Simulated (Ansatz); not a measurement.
# Nudged elastic band run: CuSi12O24

input.yaml

```yaml
crystal:
  lattice:
    - [-2.49205, 4.316357, 5.45]
    - [4.9841, 0.0, 5.45]
    - [4.9841, 8.632714, 0.0]
  atoms:
    - { symbol: Si, position: [0.0891742, 0.58328582, 0.9540789] }
    - { symbol: Si, position: [0.41008863, 0.91954857, 0.03800021] }
    - { symbol: Si, position: [0.00600262, 0.00139379, 0.25857594] }
    - { symbol: O, position: [0.30760189, 0.4888711, 0.98690567] }
    - { symbol: O, position: [0.18863922, 0.03380218, 0.11158177] }
    - { symbol: O, position: [0.92114734, 0.52560821, 0.10531595] }
    - { symbol: O, position: [0.56986879, 0.30135365, 0.15414999] }
    - { symbol: O, position: [0.92920534, 0.19402917, 0.32401205] }
    - { symbol: O, position: [0.57409472, 0.97668829, 0.08255709] }
    - { symbol: Si, position: [0.08005517, 0.5778794, 0.45256666] }
    - { symbol: Si, position: [0.41165971, 0.91069842, 0.5364153] }
    - { symbol: Si, position: [0.00735582, 0.0093132, 0.76174802] }
    - { symbol: O, position: [0.30048485, 0.45948741, 0.4701938] }
    - { symbol: O, position: [0.19723391, 0.02422221, 0.61905067] }
    - { symbol: O, position: [0.91991583, 0.54136092, 0.61284542] }
    - { symbol: O, position: [0.55304868, 0.28703732, 0.63016109] }
    - { symbol: O, position: [0.94775182, 0.20358392, 0.82381465] }
    - { symbol: O, position: [0.58617942, 0.94116185, 0.58715877] }
    - { symbol: Si, position: [0.60358559, 0.06159843, 0.2025543] }
    - { symbol: Si, position: [0.88894793, 0.43322689, 0.28184779] }
    - { symbol: Si, position: [0.48376239, 0.48963512, 0.50706298] }
    - { symbol: O, position: [0.82879252, 0.96311498, 0.21685633] }
    - { symbol: O, position: [0.66191991, 0.52485951, 0.35990214] }
    - { symbol: O, position: [0.44424372, 0.00060692, 0.35963476] }
    - { symbol: O, position: [0.07534942, 0.81236064, 0.38728424] }
    - { symbol: O, position: [0.42063652, 0.67413274, 0.58064441] }
    - { symbol: O, position: [0.03717535, 0.49224959, 0.33973469] }
    - { symbol: Si, position: [0.60699796, 0.04427632, 0.70017917] }
    - { symbol: Si, position: [0.90797874, 0.44362975, 0.78784678] }
    - { symbol: Si, position: [0.5098057, 0.49518486, 0.02390926] }
    - { symbol: O, position: [0.83423079, 0.97802504, 0.71006411] }
    - { symbol: O, position: [0.70277067, 0.55591947, 0.88683032] }
    - { symbol: O, position: [0.44679788, -0.01443734, 0.85820114] }
    - { symbol: O, position: [0.05982411, 0.82100633, 0.89623657] }
    - { symbol: O, position: [0.42917189, 0.68271519, 0.09839758] }
    - { symbol: O, position: [0.08409298, 0.488238, 0.82978969] }
    - { symbol: Cu, position: [0.53005335, 0.33962804, 0.82967879] }
magnetization:
  spin_polarized: true
basis:
  ecutwfc: 420.0
kpoints:
  mp_grid: { grid: [2, 2, 1] }
hamiltonian:
  xc: pbe
  dispersion: d3bj
  pseudopotentials: { kind: paw, azcp: { folder: soft_1 } }
scf:
  occupations: { method: gaussian, width: 0.05 }
  lower_state_search: "off"
neb:
  images: 3
  f_tol: 0.05
  initial_path: idpp
  max_iterations: 65
  optimiser: lbfgs
  final_atoms:
    - { symbol: Si, position: [0.108218, 0.5543002, 0.95430526] }
    - { symbol: Si, position: [0.39741403, 0.94725777, 0.03288481] }
    - { symbol: Si, position: [-0.00793263, -0.00455328, 0.26855546] }
    - { symbol: O, position: [0.32104443, 0.457905, 0.99532313] }
    - { symbol: O, position: [0.17115986, 0.02846252, 0.11957144] }
    - { symbol: O, position: [0.93750341, 0.50771424, 0.10651914] }
    - { symbol: O, position: [0.57581816, 0.32085697, 0.15275016] }
    - { symbol: O, position: [0.92588393, 0.18572275, 0.33544331] }
    - { symbol: O, position: [0.5577226, 1.01239486, 0.07565777] }
    - { symbol: Si, position: [0.09368166, 0.56358879, 0.45457831] }
    - { symbol: Si, position: [0.38840493, 0.9493433, 0.52745306] }
    - { symbol: Si, position: [-0.0088177, -0.01076801, 0.7639773] }
    - { symbol: O, position: [0.31835941, 0.46601968, 0.4704298] }
    - { symbol: O, position: [0.1603987, 0.03060997, 0.6092729] }
    - { symbol: O, position: [0.94070359, 0.50769123, 0.61668139] }
    - { symbol: O, position: [0.57169714, 0.322651, 0.6391642] }
    - { symbol: O, position: [0.93615851, 0.17380217, 0.83539042] }
    - { symbol: O, position: [0.54691846, 1.02466727, 0.56749999] }
    - { symbol: Si, position: [0.58995919, 0.08424657, 0.20151563] }
    - { symbol: Si, position: [0.90332044, 0.42339713, 0.28372951] }
    - { symbol: Si, position: [0.5015535, 0.50231269, 0.5048283] }
    - { symbol: O, position: [0.80749691, 0.96735602, 0.22865551] }
    - { symbol: O, position: [0.67998927, 0.53062133, 0.35712799] }
    - { symbol: O, position: [0.41478599, 0.03531714, 0.35098076] }
    - { symbol: O, position: [0.06077892, 0.80229207, 0.39530941] }
    - { symbol: O, position: [0.43496153, 0.70555223, 0.56006647] }
    - { symbol: O, position: [0.06105446, 0.47481843, 0.33857576] }
    - { symbol: Si, position: [0.58307396, 0.08411001, 0.69993587] }
    - { symbol: Si, position: [0.92559547, 0.40794575, 0.79184814] }
    - { symbol: Si, position: [0.50600631, 0.50924059, 0.02247595] }
    - { symbol: O, position: [0.80182805, 0.96978058, 0.72509305] }
    - { symbol: O, position: [0.70797723, 0.51183666, 0.88228136] }
    - { symbol: O, position: [0.41559791, 0.04566376, 0.85663628] }
    - { symbol: O, position: [0.06456693, 0.79268381, 0.88582364] }
    - { symbol: O, position: [0.44324735, 0.70608894, 0.08148209] }
    - { symbol: O, position: [0.09779944, 0.44998383, 0.83714746] }
    - { symbol: Cu, position: [0.50687685, 0.68519016, 0.75327458] }
  order_check: true
```

Launched with:

```bash
$ ansatz run input.yaml --threads 4 --pin off --max-ram 10240MiB --backend cpu --events-out ev --progress --plain --runs-dir out
```

Output, in part (warnings, iteration lines):

```
NEB end point (image 0): max|allowed force component| = 2.784e-2 eV/Å (the criterion of neb.relax_end_points is 1.000e-2)
NEB end point (image 4): max|allowed force component| = 1.962e-2 eV/Å (the criterion of neb.relax_end_points is 1.000e-2)
NEB iter   1: max|band force component| = 5.581e-1 eV/Å  barrier→ = 0.3222 eV  barrier← = 0.2853 eV  Δτ_max = 0.0089 Å  (81 SCF iters)
NEB iter   2: max|band force component| = 5.073e-1 eV/Å  barrier→ = 0.2884 eV  barrier← = 0.2515 eV  CI = image 2  Δτ_max = 0.0079 Å  (23 SCF iters)
NEB iter   3: max|band force component| = 4.539e-1 eV/Å  barrier→ = 0.2677 eV  barrier← = 0.2308 eV  CI = image 2  Δτ_max = 0.0776 Å  (20 SCF iters)
NEB iter   4: max|band force component| = 6.076e-1 eV/Å  barrier→ = 0.2124 eV  barrier← = 0.1755 eV  CI = image 2  Δτ_max = 0.0107 Å  (27 SCF iters)
NEB iter   5: max|band force component| = 2.790e-1 eV/Å  barrier→ = 0.1887 eV  barrier← = 0.1518 eV  CI = image 2  Δτ_max = 0.0041 Å  (24 SCF iters)
NEB iter   6: max|band force component| = 2.697e-1 eV/Å  barrier→ = 0.1820 eV  barrier← = 0.1451 eV  CI = image 2  Δτ_max = 0.0257 Å  (19 SCF iters)
NEB iter   7: max|band force component| = 2.181e-1 eV/Å  barrier→ = 0.1620 eV  barrier← = 0.1251 eV  CI = image 2  Δτ_max = 0.0212 Å  (24 SCF iters)
NEB iter   8: max|band force component| = 1.837e-1 eV/Å  barrier→ = 0.1504 eV  barrier← = 0.1135 eV  CI = image 2  Δτ_max = 0.0939 Å  (23 SCF iters)
[... lines left out ...]
```

The forces met the threshold. The band force fell under the threshold earlier too, but the program's further tests of the path sent the band on. A structure lower than the last end lies on the path between it and the top, so the climb from that side starts below the end, which may itself be a saddle point or a shallow side well. The top lies less than 8 meV above the higher end, about what the thresholds resolve: that end is a shoulder or a very shallow well. By the program's own check the climbing image is of a kind that is not told: the force calls were inconclusive, a negative curvature could not be distinguished from the path's own, the only one lies far off the path, or fixed occupations may fill a level only in part (lowest curvatures found: 0.04 and 0.30 eV/Å²). Limits of this set-up: coarse k mesh, a small cell, in which the defect meets its images, a typed lattice constant that wasn't relaxed here.

Final band (atoms are numbered from 1 in the order of the input):

```
image  path coordinate (Å)  energy (eV)  O16–Cu37 (Å)  Si11–Cu37 (Å)  O26–Cu37 (Å)
    0                 0.00        0.000          2.09           4.26          2.98
    1                 0.68        0.033          2.07           3.93          2.70
    2                 1.36        0.037          2.19           3.41          2.26
    3                 2.31        0.018          2.75           2.88          2.05
    4                 3.26        0.037          3.09           2.63          2.11
```

Run time: 14 min on 4 threads of Arm Neoverse V1, on a shared host, peak memory 2.8 GiB.
